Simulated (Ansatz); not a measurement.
Turn this script for the Python package of Ansatz (0.2.0) into the input file that the command-line program reads.

At the Python prompt:
```pycon
>>> import ansatz
>>> import matplotlib.pyplot as plt
>>> import numpy as np
>>> def edges_and_angles(cell):
...     cell = np.asarray(cell)
...     a, b, c = np.linalg.norm(cell, axis=1)
...     cosines = cell[1] @ cell[2] / (b * c), cell[0] @ cell[2] / (a * c), cell[0] @ cell[1] / (a * b)
...     return (a, b, c, *np.degrees(np.arccos(cosines)))
...
>>> xtal = (
...     ansatz.Lattice.cubic(4.15622826)
...     .space_group(221)
...     .atom("Ti", [0.0, 0.5, 0.5])
...     .atom("In", [0.0, 0.0, 0.0])
... )
>>> xtal.resolved().tree()["lattice"]
((4.15622826, 0.0, 0.0), (2.5449558175673866e-16, 4.15622826, 0.0), (2.5449558175673866e-16, 2.5449558175673866e-16, 4.15622826))
>>> # every cell quantity that the symmetry leaves free
>>> model = xtal.calculation()
>>> model = model.pseudopotentials("paw").functional("r2scan")
>>> model = model.occupations(ansatz.OccupationsMethod.METHFESSEL_PAXTON, width=0.15).kpoints(5)
>>> model = model.relax(force_tolerance=0.01, max_steps=100, cell=True)
>>> model = model.band_table()
>>> model = model.density_of_states(method="smearing", broadening_width=0.3, nscf_kmesh_spacing=0.2)
>>> steps = []
>>> def collect(event):
...     if event["event"] == "relax_step":
...         steps.append(event["data"])
...
>>> outcome = model.session().plan().execute(on_event=collect)
DeckWarning: basis.ecutwfc = 500 eV, auto-derived from the records' recommended cutoffs: set by Ti (their level for a meta-GGA)
>>> report = outcome.report
>>> report["converged"], report["free_energy_ev"]
(True, -13125.631826491248)
>>> for s in steps:
...     flag = "" if s["accepted"] else "  (rejected)"
...     print("step %2d  E = %.5f eV  largest force component = %.4f eV/A%s" % (s["step"], s["lagrangian_ev"], s["allowed_force_max_ev_ang"], flag))
...
step  1  E = -13125.63174 eV  largest force component = 0.0000 eV/A
step  2  E = -13125.63180 eV  largest force component = 0.0000 eV/A  (rejected)
step  3  E = -13125.63190 eV  largest force component = 0.0000 eV/A
step  4  E = -13125.63183 eV  largest force component = 0.0000 eV/A
>>> first, last = steps[0], steps[-1]
>>> symbols = [site.symbol for site in outcome.lattice.sites]
>>> print(f"energy gained {first['lagrangian_ev'] - last['lagrangian_ev']:.4f} eV in {len(steps) - 1} steps")
energy gained 0.0001 eV in 3 steps
>>> for label, vectors in (("before", first["cell_ang"]), ("after", outcome.lattice.cell_ang)):
...     print(label, "a b c (A) {:.4f} {:.4f} {:.4f}  angles {:.2f} {:.2f} {:.2f}".format(*edges_and_angles(vectors)), f" V = {abs(np.linalg.det(vectors)):.3f} A^3")
...
before a b c (A) 4.1562 4.1562 4.1562  angles 90.00 90.00 90.00  V = 71.796 A^3
after a b c (A) 4.1536 4.1536 4.1536  angles 90.00 90.00 90.00  V = 71.661 A^3
>>> print("final stress xx yy zz (GPa, compression positive):", np.round(np.diag(report["stress_gpa"]), 3) + 0.0)
final stress xx yy zz (GPa, compression positive): [-0.001 -0.001 -0.001]
>>> print("relaxed fractional positions")
relaxed fractional positions
>>> for site in outcome.lattice.sites:
...     print(f"  {site.symbol:2s}", " ".join(f"{v % 1:8.5f}" for v in np.round(site.position_frac, 5)))
...
  Ti  0.00000  0.50000  0.50000
  Ti  0.50000  0.00000  0.50000
  Ti  0.50000  0.50000  0.00000
  In  0.00000  0.00000  0.00000
>>> fig, (top, bottom) = plt.subplots(2, 1, sharex=True, figsize=(4.5, 4))
>>> top.plot([s["lagrangian_ev"] - last["lagrangian_ev"] for s in steps], "o-")
[<matplotlib.lines.Line2D object at 0x...>]
>>> top.set_ylabel("E - E(final) (eV)")
Text(0, 0.5, 'E - E(final) (eV)')
>>> bottom.semilogy([max(s["allowed_force_max_ev_ang"], 1e-6) for s in steps], "s-")
[<matplotlib.lines.Line2D object at 0x...>]
>>> bottom.set(xlabel="step", ylabel="largest force (eV/A)")
[Text(0.5, 0, 'step'), Text(0, 0.5, 'largest force (eV/A)')]
>>> fig.tight_layout()
>>> fig.savefig("relax.png", dpi=100)
>>> print("%-22s %14.5f eV" % ("F = E - TS", report["free_energy_ev"]))
F = E - TS               -13125.63183 eV
>>> print("%-22s %14.5f eV" % ("E", report["internal_energy_ev"]))
E                        -13125.63689 eV
>>> print("%-22s %14.5f eV" % ("Harris-Foulkes", report["harris_foulkes_ev"]))
Harris-Foulkes           -13125.63183 eV
>>> print("%-22s %14.5f eV" % ("Fermi level", report["fermi_energy_ev"]))
Fermi level                  13.64243 eV
>>> print("band  energy (eV)  occupation, at k =", report["kpoints_frac"][0])
band  energy (eV)  occupation, at k = [0.0, 0.0, 0.0]
>>> for band, (e, occ) in enumerate(zip(report["eigenvalues_ev"][0], report["occupations"][0]), start=1):
...     print(f"{band:4d} {e:12.4f} {occ:9.4f}")
...
   1     -45.5886    2.0000
   2     -45.4756    2.0000
   3     -45.4756    2.0000
   4     -20.9511    2.0000
   5     -20.9511    2.0000
   6     -20.9511    2.0000
   7     -20.7535    2.0000
   8     -20.7535    2.0000
   9     -20.7535    2.0000
  10     -20.4634    2.0000
  11     -20.4634    2.0000
  12     -20.4634    2.0000
  13      -1.0646    2.0000
  14      -1.0646    2.0000
  15      -1.0281    2.0000
  16      -1.0281    2.0000
  17      -1.0281    2.0000
  18       4.8518    2.0000
  19      10.5950    2.0000
  20      12.2177    2.0000
  21      12.2177    2.0000
  22      12.5906    2.0000
  23      12.5906    2.0000
  24      12.5906    2.0000
  25      14.2513   -0.0000
  26      14.2513   -0.0000
  27      14.2513   -0.0000
  28      15.4367   -0.0000
  29      15.4367   -0.0000
  30      15.4367   -0.0000
>>> dos = outcome.density_of_states()
>>> energy = np.asarray(dos.energies_ev) - dos.fermi_ev
>>> top = min(levels[-1] for levels in report["eigenvalues_ev"]) - dos.fermi_ev  # the computed bands end here
>>> total = np.asarray(dos.spin_summed_g_bin_mean_per_ev)
>>> print("E - E_F (eV)   states/eV")
E - E_F (eV)   states/eV
>>> for e in np.arange(-6, min(4, top), 1.0):
...     print(f"{e:8.1f} {np.interp(e, energy, total):12.3f}")
...
    -6.0        0.808
    -5.0        0.161
    -4.0        1.155
    -3.0        1.772
    -2.0        2.261
    -1.0        2.608
     0.0        4.476
     1.0        2.252
```

`input.yaml`:
```yaml
crystal:
  lattice: { bravais: cubic, a: 4.15622826 }
  space_group: 221
  atoms:
    - { symbol: Ti, position: [0.0, 0.5, 0.5] }
    - { symbol: In, position: [0.0, 0.0, 0.0] }
kpoints:
  mp_grid: { grid: [5, 5, 5] }
hamiltonian:
  xc: r2scan
  pseudopotentials: { kind: paw }
scf:
  occupations: { method: methfessel_paxton, width: 0.15 }
relax:
  f_tol: 0.01
  max_steps: 100
  cell: {}
output:
  dos:
    method: { smearing: { sigma: 0.3 } }
    nscf_kmesh: { kspacing: 0.2 }
  eigenvalues: true
```

On the command line:
```console
$ ansatz run input.yaml --threads 1 --pin off --max-ram 3072MiB --backend cpu --events-out ev --progress --plain --runs-dir out
crystal.space_group: 221 is read as Pm-3m: the typed cell holds Ti3In1 (Ti 3c, In 1a). Least distances (Å): Ti–Ti 2.939, Ti–In 2.939, In–In 4.156
crystal.space_group generates its sites in this order, which a site index counts, at these fractional coordinates of the primitive cell where crystal.reduce_to_primitive is true, and else of the cell that is read (crystal.supercell repeats the list replica by replica, and crystal.defects acts on that): 0: Ti [0.000000, 0.500000, 0.500000]; 1: Ti [0.500000, [...]
Engine: ansatz 0.2.0, aarch64-unknown-linux-gnu
Pseudopotentials: kind: paw
Pseudopotential: Ti, paw, valence charge 12, recommended cutoff 500 eV (meta_gga), Ti.paw.azcp
Pseudopotential: In, paw, valence charge 13, recommended cutoff 500 eV (meta_gga), In.paw.azcp
Functional definition: r2SCAN
  parameter k0 = 0.174
  parameter k1 = 0.065
  parameter a1 = 4.9479
  exchange = r2scan_x(k0 = k0, k1 = k1, a1 = a1)
  correlation = r2scan_c
Crystal: 4 atoms, lattice volume = 71.796 Å³
Basis set: ecut = 500 eV, 1839 PW (Γ), exchange–correlation on 128×128×128 points (64 copies of the dense FFT grid, shifted against one another)
Bands: 30, of which v1, the nominal top of the filled ones, is band 25 counted from 1 (24 counted from 0)
Symmetry: 48 space group operations
Space group: Pm-3m (ITA 221), of the structure as read, at distance tolerance 4.2e-5 Å
k-points: 10 of 125
Non-local potential: Ti, projectors of the file, l = 0: 3, l = 1: 2, l = 2: 3, l = 3: 1
Non-local potential: In, projectors of the file, l = 0: 2, l = 1: 2, l = 2: 2, l = 3: 2
PAW form: soft (Blöchl's): semilocal exchange-correlation on the pseudo side does not see the compensation charge
PAW frozen core: Ti, regenerated for the run's functional (the file was generated under x = pbe(κ = 0.804, μ = 0.2195149727645171), c = pbe(β = 0.06672455060314922))
PAW frozen core: In, regenerated for the run's functional (the file was generated under x = pbe(κ = 0.804, μ = 0.2195149727645171), c = pbe(β = 0.06672455060314922))
PAW one-centre angular grid: Ti, 590 points (default); XC on 160 Gauss nodes
PAW one-centre angular grid: In, 590 points (default); XC on 289 of its mesh's 2783 points in the sphere
Initial density: superposition of atomic densities (neutral atoms: chi_scale 0, normalization atom), corrected by the library's trained network
Initial wavefunctions: pseudopotential atomic-orbital guess
Functional: x = r2scan, c = r2scan; τ floored in thin density (d = 2e-4 eV/Å³)
SCF iter   1: F=—  HF=-13125.593737 eV  |F-HF|=—  |Δ(HF+E_count)|=         —  Δρ=1.63e-2  dr2=1.93e-1  dr2_τ=3.82e-2  ethr=1.77e-3  ⟨swp⟩=4.3  Hψ=1183  notcnv=0
preconditioner: auto → Resta (q_TF=auto, 2.560 Å⁻¹)  ε∞=7.4  [insulator: Δε(μ)=0.163 eV  Ē_g=8.692 eV  σ=0.150 eV  W_gap=0.78  n_scr=18 (ndim 8)  ℏωp=21.9 eV  f_vac=0.000  D(μ)=2.39/eV (n_scr^D=18)  ε∞_Penn≈7.4]
SCF iter   2: F=—  HF=-13125.629681 eV  |F-HF|=—  |Δ(HF+E_count)|=   3.59e-2  S|Δr|=    0.00e0  Δρ=3.83e-3  dr2=8.13e-3  dr2_τ=2.16e-3  ethr=3.94e-4  ⟨swp⟩=2.0  Hψ=621  notcnv=0
SCF iter   3: F=—  HF=-13125.630645 eV  |F-HF|=—  |Δ(HF+E_count)|=   9.64e-4  S|Δr|=    0.00e0  Δρ=1.87e-3  dr2=1.55e-3  dr2_τ=2.15e-4  ethr=1.66e-5  ⟨swp⟩=2.1  Hψ=373  notcnv=0
SCF iter   4: F=—  HF=-13125.631722 eV  |F-HF|=—  |Δ(HF+E_count)|=   1.08e-3  S|Δr|=    0.00e0  Δρ=3.07e-4  dr2=4.77e-5  dr2_τ=2.97e-6  ethr=3.15e-6  ⟨swp⟩=3.0  Hψ=547  notcnv=0
SCF iter   5: F=—  HF=-13125.631744 eV  |F-HF|=—  |Δ(HF+E_count)|=   2.20e-5  S|Δr|=    0.00e0  Δρ=5.31e-5  dr2=1.61e-6  dr2_τ=1.16e-7  ethr=9.74e-8  ⟨swp⟩=2.3  Hψ=444  notcnv=0
SCF iter   6: F=-13125.631744 eV  HF=-13125.631744 eV  |F-HF|=8.17e-10  |Δ(HF+E_count)|=   5.89e-7  S|Δr|=    0.00e0  Δρ=8.31e-6  dr2=4.27e-8  dr2_τ=2.23e-9  ethr=2.04e-10  ⟨swp⟩=6.9  Hψ=1388  notcnv=0
SCF 1 converged in 6 iterations: F = -13125.631744 eV  dr2 = 4.27e-8
  greatest PAW one-centre occupation: 1.001 electrons in one spin orbital (limit 2), on the Ti atom at site 2 (counted from 0), in its partial waves of l = 1
relax step   1: F+E_penalty+E_count = -13125.63174413 eV  Δ(F+E_penalty+E_count) = +0.000e0 eV  max|allowed force component| = 7.428e-29 eV/Å  Δτ_max = 0.0000 Å  P = -0.212 GPa  Ω = 71.796 Å³  (6 SCF iters, dr2 threshold 1.00e-7 eV, accepted)
Crystal: 4 atoms, lattice volume = 71.455 Å³
Initial density: handed on by an earlier stage of this run
Initial wavefunctions: those handed on with the density
iter 1 solved again at ethr=8.97e-8 eV; its pass at ethr=3.10e-3 eV (dr2=4.40e-5 eV) is discarded
SCF iter   1: F=—  HF=-13125.630567 eV  |F-HF|=—  |Δ(HF+E_count)|=         —  Δρ=2.39e-4  dr2=6.83e-5  dr2_τ=6.30e-4  ethr=8.97e-8  ⟨swp⟩=2.0  Hψ=1612  notcnv=0
preconditioner: auto → Kerker (q_TF=auto, 2.562 Å⁻¹)  [metal: Δε(μ)=0.068 eV  Ē_g=8.453 eV  σ=0.150 eV  W_gap=0.35  n_scr=18 (ndim 8)  ℏωp=22.0 eV  f_vac=0.000  D(μ)=3.17/eV (n_scr^D=26)]
SCF iter   2: F=—  HF=-13125.631806 eV  |F-HF|=—  |Δ(HF+E_count)|=   1.24e-3  S|Δr|=    0.00e0  Δρ=1.44e-4  dr2=3.63e-5  dr2_τ=3.64e-7  ethr=8.97e-8  ⟨swp⟩=2.0  Hψ=558  notcnv=0
SCF iter   3: F=—  HF=-13125.631799 eV  |F-HF|=—  |Δ(HF+E_count)|=   7.71e-6  S|Δr|=    0.00e0  Δρ=7.15e-5  dr2=4.58e-6  dr2_τ=3.91e-7  ethr=7.40e-8  ⟨swp⟩=2.1  Hψ=403  notcnv=0
SCF iter   4: F=—  HF=-13125.631797 eV  |F-HF|=—  |Δ(HF+E_count)|=   1.35e-6  S|Δr|=    0.00e0  Δρ=1.72e-5  dr2=3.93e-7  dr2_τ=3.76e-8  ethr=9.34e-9  ⟨swp⟩=3.0  Hψ=576  notcnv=0
SCF iter   5: F=-13125.631797 eV  HF=-13125.631797 eV  |F-HF|=1.03e-8  |Δ(HF+E_count)|=  9.93e-10  S|Δr|=    0.00e0  Δρ=7.96e-6  dr2=2.82e-8  dr2_τ=3.00e-9  ethr=2.30e-10  ⟨swp⟩=4.4  Hψ=965  notcnv=0
SCF 2 converged in 5 iterations: F = -13125.631797 eV  dr2 = 2.82e-8
  greatest PAW one-centre occupation: 1.001 electrons in one spin orbital (limit 2), on the Ti atom at site 0 (counted from 0), in its partial waves of l = 1
relax step   2: F+E_penalty+E_count = -13125.63179720 eV  Δ(F+E_penalty+E_count) = -5.308e-5 eV  max|allowed force component| = 7.126e-29 eV/Å  Δτ_max = 0.0000 Å  P = +0.326 GPa  Ω = 71.455 Å³  energy of the carried Pulay correction = +1.721e-4 eV  (5 SCF iters, dr2 threshold 1.13e-7 eV, rejected (line search))
Crystal: 4 atoms, lattice volume = 71.661 Å³
iter 1 solved again at ethr=3.44e-8 eV; its pass at ethr=3.10e-3 eV (dr2=1.69e-5 eV) is discarded
SCF iter   1: F=—  HF=-13125.631447 eV  |F-HF|=—  |Δ(HF+E_count)|=         —  Δρ=1.45e-4  dr2=2.53e-5  dr2_τ=2.33e-4  ethr=3.44e-8  ⟨swp⟩=2.0  Hψ=1618  notcnv=0
preconditioner: auto → Kerker (q_TF=auto, 2.561 Å⁻¹)  [metal: Δε(μ)=0.072 eV  Ē_g=8.455 eV  σ=0.150 eV  W_gap=0.38  n_scr=18 (ndim 8)  ℏωp=21.9 eV  f_vac=0.000  D(μ)=3.17/eV (n_scr^D=26)]
SCF iter   2: F=—  HF=-13125.631907 eV  |F-HF|=—  |Δ(HF+E_count)|=   4.60e-4  S|Δr|=    0.00e0  Δρ=8.94e-5  dr2=1.35e-5  dr2_τ=1.43e-7  ethr=3.44e-8  ⟨swp⟩=2.0  Hψ=557  notcnv=0
[... 15 lines left out ...]
SCF 4 converged in 4 iterations: F = -13125.631826 eV  dr2 = 7.81e-12
relax step   4: F+E_penalty+E_count = -13125.63182649 eV  Δ(F+E_penalty+E_count) = +7.538e-5 eV  max|allowed force component| = 6.416e-29 eV/Å  Δτ_max = 0.0000 Å  P = -0.001 GPa  Ω = 71.661 Å³  stress off target by 1.41e-3 GPa  SCF on the basis re-selected at this cell (its energy is not comparable with the rows above)  (4 SCF iters)
basis re-selected at this cell: Δ(F+E_penalty+E_count) = +7.538e-5 eV, ΔP = -0.001 GPa vs the last step (what re-selecting the basis moved, of the pressure what is left beyond the Pulay correction that the steps carried, after the strain that the cell walked since its last selection, with what the two solves' SCF thresholds leave and, on support functions, [...]
NSCF: frozen V_eff on 35 k-points
SCF converged after 4 iterations
Stability not checked: this state was not tested for a lower state beside it, because cold or Methfessel-Paxton smearing, or corrected tetrahedra, fill the levels in a way that the test cannot read (fill_not_monotonic; see scf.lower_state_search)
Free energy (F): -13125.631826 eV
Harris-Foulkes:  -13125.631826 eV  (|F-HF|=1.09e-11)
Internal energy: -13125.636892 eV  (E = F + TS)
E sigma→0 (E₀):  -13125.633093 eV
Entropy (-TS):   0.005065 eV (1.266 meV/atom)
Fermi energy:    13.642428 eV
--- Per-component energies (eV) ---
  E_band       = -487.555952
  E_kinetic    = 1062.739611
  E_local      = -3324.710751  (includes V_loc(G=0)·N_el)
  E_nonlocal   = 389.862452
  E_hartree    = 1355.000797
  E_xc         = -481.242009
  E_vxc        = -507.974225  (∫ρ·V_xc dr)
  E_paw        = -7354.184196  (= ΣΔE_a)
  E_vpaw       = -852.789551  (= ΣTr[D̂ρ^β])
  E_aug_tail   = 0.000253  (compensation charges beyond the density's cutoff)
  E_vtau       = 35.314770  (kinetic-family band-sum trace: ∫τ·v_τ [+ j·A + Jᵃ·Aᵃ] dr)
  E_ewald      = -4773.308223
  E_core_change = 0.205174  (= ΣΔE_core)
  E_smearing   = 0.005065  (= −TS)
  E_closure    = 0.000000  (closes the sum)
  Σ components = -13125.631826   (vs F -13125.631826, Δ=0.00e0)
--- Forces (eV/Å), atoms counted from 1 ---
  atom   1  Ti    -0.00000000    -0.00000000     0.00000000
  atom   2  Ti    -0.00000000     0.00000000     0.00000000
  atom   3  Ti     0.00000000     0.00000000     0.00000000
  atom   4  In    -0.00000000    -0.00000000    -0.00000000
  max |Σ_I F_I| component: 1.35e-28 eV/Å
--- Stress (GPa, compression-positive) ---
       -0.001407       0.000000      -0.000000
        0.000000      -0.001407       0.000000
       -0.000000       0.000000      -0.001407
  P = ⅓ Tr σ = -0.0014 GPa (-0.014 kbar)
--- Band table (eV; the first three rows and the last of 10) ---
  k-point 0: bands = ["-45.5886", "-45.4756", "-45.4756", "-20.9511", "-20.9511", "-20.9511", "-20.7535", "-20.7535", "-20.7535", "-20.4634", "-20.4634", "-20.4634", "-1.0646", "-1.0646", "-1.0281", "-1.0281", "-1.0281", "4.8518", "10.5950", "12.2177", "12.2177", "12.5906", "12.5906", "12.5906", "14.2513", "14.2513", "14.2513", "15.4367", "15.4367", "15.4367"]
  k-point 1: bands = ["-45.5791", "-45.4850", "-45.4755", "-20.9293", "-20.9293", "-20.9221", "-20.7618", "-20.7618", "-20.7570", "-20.5014", "-20.4780", "-20.4780", "-1.0549", "-1.0339", "-1.0260", "-1.0209", "-1.0209", "5.2434", "10.5274", "11.4556", "12.4565", "12.4565", "12.5405", "12.6890", "13.9456", "13.9456", "14.2591", "15.2474", "15.8644", "15.8644"]
  k-point 2: bands = ["-45.5569", "-45.5070", "-45.4753", "-20.8824", "-20.8824", "-20.8596", "-20.7857", "-20.7857", "-20.7626", "-20.5784", "-20.5028", "-20.5028", "-1.0394", "-1.0226", "-1.0093", "-1.0093", "-0.9840", "6.2468", "8.9573", "11.6619", "12.1770", "12.1770", "12.8813", "13.2750", "13.9973", "13.9973", "14.4584", "14.9126", "15.5282", "15.5282"]
  k-point 9: bands = ["-45.5197", "-45.5089", "-45.5089", "-20.9794", "-20.9661", "-20.9661", "-20.9190", "-20.6345", "-20.6345", "-20.6271", "-20.4209", "-20.4209", "-1.0515", "-1.0515", "-1.0506", "-0.9424", "-0.9424", "7.5476", "10.6150", "11.3488", "11.3488", "12.4024", "12.4024", "12.5791", "13.6317", "14.2051", "14.2051", "14.4944", "15.6804", "15.6804"]
--- Relaxed structure (3 steps of the walk, 2 accepted, 1 SCFs on fresh bases) ---
  F+E_penalty+E_count = -13125.63182649 eV   max|allowed force component| = 6.416e-29 eV/Å   (the final SCF, on the basis selected at the relaxed cell)
  cell:  # Å, volume = 71.6610 Å³
    - [4.1536275557821325, -3.347947280516226e-19, -4.671321394352867e-19]
    - [2.5400153982389e-16, 4.1536275557821325, -1.4062474354664635e-19]
    - [2.538692024125063e-16, 2.5419570980839496e-16, 4.1536275557821325]
  atoms:
    - { symbol: Ti, position: [0.0, 0.4999999999999999, 0.49999999999999994] }
    - { symbol: Ti, position: [0.4999999999999999, 0.0, 0.49999999999999994] }
    - { symbol: Ti, position: [0.4999999999999999, 0.49999999999999994, -1.2037062152420224e-35] }
    - { symbol: In, position: [-1.207265330132056e-48, -1.3170167237804248e-48, -1.5570978973862315e-48] }
```

Notes:
- Total energies depend on the potentials; only differences at equal settings carry meaning. A total without «per atom» is that of the cell as typed.
- Forces vanish by symmetry, so the ions can't move, and the end may be a saddle.
- Under cold or Methfessel-Paxton smearing the entropy term is a generalised one and can be negative.
- For a metal this k-point mesh is coarse: on a finer one energies can move by several to tens of meV an atom and pressures by half a GPa or more, differences at one mesh by less.
- The zero of the levels is a convention of the potentials, so an absolute Fermi energy is no work function.
- Energies along a relaxation are free energies. Rows at an unchanged volume are solved on a plane-wave basis chosen afresh for that cell, so the energy jumps there and such rows are no steps of the walk.
- This cell is a computed structure, which may not be the phase found in nature.
- Levels are Kohn-Sham eigenvalues on this mesh, without spin-orbit coupling.
- Warnings are shown shortened and without file and line.
- The computed bands are complete only to about 1.8 eV above the Fermi level; beyond that the density of states is undercounted.
- Hardware and time: 31 s on 1 thread of Arm Neoverse N1, with other jobs on the host, peak memory 0.59 GiB.

(Lines on the test bed's own set-up are left out of the output.)
